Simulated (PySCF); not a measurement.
**From one method to the next for ZnH⁺**

Aim: see what other levels and later steps give for ZnH⁺.

Program: PySCF 2.14.0. Level of theory: each script names its method and basis. These are calculated values, not measurements.

2 further runs of the same task are left out: 2 that didn't finish.

## Step 1: The system as given

ZnH⁺: 2 atoms, charge 1, spin multiplicity 1.

Bond lengths: Zn1–H2 1.449 Å.

## Step 2: The base run

File input.py:

```python
from pyscf import gto, scf

mol = gto.M(
    atom='Zn 0 0 0; H 0 0 1.449',
    basis='cc-pvdz',
    charge=1,
    spin=0,
    symmetry=True,
    verbose=3,
)
mf = scf.RHF(mol)
mf = mf.density_fit(auxbasis='def2-universal-jkfit')
mf.kernel()
mf.nuc_grad_method().kernel()
mf.dip_moment()
print('orbital energies (hartree):', mf.mo_energy[..., max(0, mol.nelec[1]-3):mol.nelec[0]+3].round(4))
```

The run is started by

```sh
> OMP_NUM_THREADS=1 python input.py
```

## Step 3: MP2

Edit 1 changes step after the SCF: gradient → mp2; frozen orbitals: none → 5.

Changes to input.py since step 2:

```diff
@@ -1,2 +1,2 @@
-from pyscf import gto, scf
+from pyscf import gto, scf, mp
 
@@ -13,3 +13,3 @@
 mf.kernel()
-mf.nuc_grad_method().kernel()
+mp.MP2(mf, frozen=5).kernel()
 mf.dip_moment()
```

## Step 4: Geometry optimisation

Edit 2 changes step after the SCF: gradient → optimize.

Changes to input.py since step 2:

```diff
@@ -1,2 +1,3 @@
 from pyscf import gto, scf
+from pyscf.geomopt.geometric_solver import optimize
 
@@ -13,4 +14,5 @@
 mf.kernel()
-mf.nuc_grad_method().kernel()
-mf.dip_moment()
+mol_eq = optimize(mf, maxsteps=30)
+print('optimised geometry (angstrom)')
+print(mol_eq.tostring('raw'))
 print('orbital energies (hartree):', mf.mo_energy[..., max(0, mol.nelec[1]-3):mol.nelec[0]+3].round(4))
```

## Step 5: CCSD

Edit 3 changes step after the SCF: gradient → ccsd; frozen orbitals: none → 5.

Changes to input.py since step 2:

```diff
@@ -1,2 +1,2 @@
-from pyscf import gto, scf
+from pyscf import gto, scf, cc
 
@@ -13,3 +13,4 @@
 mf.kernel()
-mf.nuc_grad_method().kernel()
+mycc = cc.CCSD(mf, frozen=5)
+mycc.kernel()
 mf.dip_moment()
```

## Step 6: CASCI

Edit 4 changes step after the SCF: gradient → casci; active space: none → 10 electrons in 8 orbitals.

Changes to input.py since step 2:

```diff
@@ -1,2 +1,2 @@
-from pyscf import gto, scf
+from pyscf import gto, scf, mcscf
 
@@ -13,3 +13,5 @@
 mf.kernel()
-mf.nuc_grad_method().kernel()
+mc = mcscf.CASCI(mf, 8, 10)
+mc.kernel()
+mc.analyze()
 mf.dip_moment()
```

What does the calculation give? Wanted: for each run, E(SCF); from base; gap; after the SCF.

The runs gave:

| run | E(SCF) (hartree) | from base (eV) | gap (eV) | after the SCF |
| --- | --- | --- | --- | --- |
| base | -1778.105492 | 0 | 12.12 | n/a |
| MP2 | -1778.105492 | 0.0000 | 12.12 | MP2 correlation -16.784 eV, core frozen |
| geometry optimisation | -1778.105492 | 0.0000 | 12.12 | bond 1.551 Å, -0.086 eV |
| CCSD | -1778.105492 | 0.0000 | 12.12 | CCSD correlation -15.008 eV, core frozen |
| CASCI | -1778.105492 | 0.0000 | 12.12 | CASCI correlation -0.145 eV |

SCF columns refer to the geometry typed in the script.

On the same reference and core, CCSD gains 15.01 eV in 2.7 s; MP2 reaches 112 % of that in 0.63 s.
